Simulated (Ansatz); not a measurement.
# Cl3HHfTe: how energies converge with the basis set

One table from this session's results is given with a row withheld; the runs are named, their logs left out.

Program: Ansatz 0.2.0, Gaussian basis. Level of theory: one geometry, several basis sets. These are calculated values, not measurements.

The runs, in order: PBE0-D4/def2-SVP; ωB97M-V/def2-SVP; PBE0-D4/def2-QZVPP; ωB97M-V/def2-QZVPP; the functionals' def2-TZVPP values are taken from earlier runs.

## Structure used throughout

All runs share one geometry, relaxed beforehand with PBE0-D4 in a triple-zeta def2 set. Hf, Te take the def2 core potential; no spin-orbit term is included.

SMILES `[Cl][Hf]([Cl])([Cl])[TeH]`, 6 atoms, charge 0, spin multiplicity 1.

Atoms are counted from 1 here; the program's logs count them from 0.

Bond lengths: Cl1–Hf2 2.321 Å, Hf2–Cl3 2.314 Å, Hf2–Cl4 2.321 Å, Hf2–Te5 2.767 Å, Te5–H6 1.664 Å. Angles: Cl1–Hf2–Cl3 111.7°, Cl1–Hf2–Cl4 108.9°, Cl1–Hf2–Te5 109.6°, Cl3–Hf2–Cl4 111.8°, Cl3–Hf2–Te5 105.1°, Cl4–Hf2–Te5 109.6°, Hf2–Te5–H6 84.9°.

As a file:

```
Cl   -0.84450   -1.46588    1.76826
Hf    0.30590   -0.51872   -0.01092
Cl    2.57106   -0.98009    0.09008
Cl   -0.63588   -1.26172   -1.99761
Te    0.12271    2.23866    0.12820
H    -1.51930    1.98775    0.02198
```

Set-up of the first run:

Input file in.yaml:

```yaml
crystal:
  periodic: [false, false, false]
  atoms:
    - {symbol: Cl, position_ang: [-0.844502, -1.465876, 1.768262]}
    - {symbol: Hf, position_ang: [0.305904, -0.518725, -0.010918]}
    - {symbol: Cl, position_ang: [2.571064, -0.980090, 0.090075]}
    - {symbol: Cl, position_ang: [-0.635876, -1.261719, -1.997613]}
    - {symbol: Te, position_ang: [0.122711, 2.238661, 0.128195]}
    - {symbol: H, position_ang: [-1.519300, 1.987750, 0.021978]}
basis:
  gaussian: {orbitals: def2-SVP}
hamiltonian: {xc: pbe0, dispersion: d4}
output: {orbitals: {seedname: orbitals}}
```

The run is started by

```
$ ansatz run in.yaml --threads 4 --pin off --events-out ev --progress --plain --max-ram 10444MiB
```

Among the steps run: PBE0-D4 in def2-SVP; ωB97M-V in def2-SVP; PBE0-D4 in def2-QZVPP; ωB97M-V in def2-QZVPP.

One table of the session follows, with a row left open; its other results are not shown here.

It belongs to the step «Functionals by basis». 

| functional | basis | HOMO (eV) | LUMO (eV) |
| --- | --- | --- | --- |
| PBE0-D4 | def2-SVP | -7.12 | -2.48 |
| PBE0-D4 | def2-TZVPP | -7.11 | -2.43 |
| PBE0-D4 | def2-QZVPP | -7.13 | -2.46 |
| ωB97M-V | def2-SVP | ? | ? |
| ωB97M-V | def2-TZVPP | -9.10 | -0.42 |
| ωB97M-V | def2-QZVPP | -9.12 | -0.45 |

Q: Estimate the row for ωB97M-V, def2-SVP from the others.

The run gave: HOMO (eV): -9.07; LUMO (eV): -0.44. In the column «HOMO (eV)» it lies between ωB97M-V, def2-TZVPP (-9.10) and PBE0-D4, def2-QZVPP (-7.13).
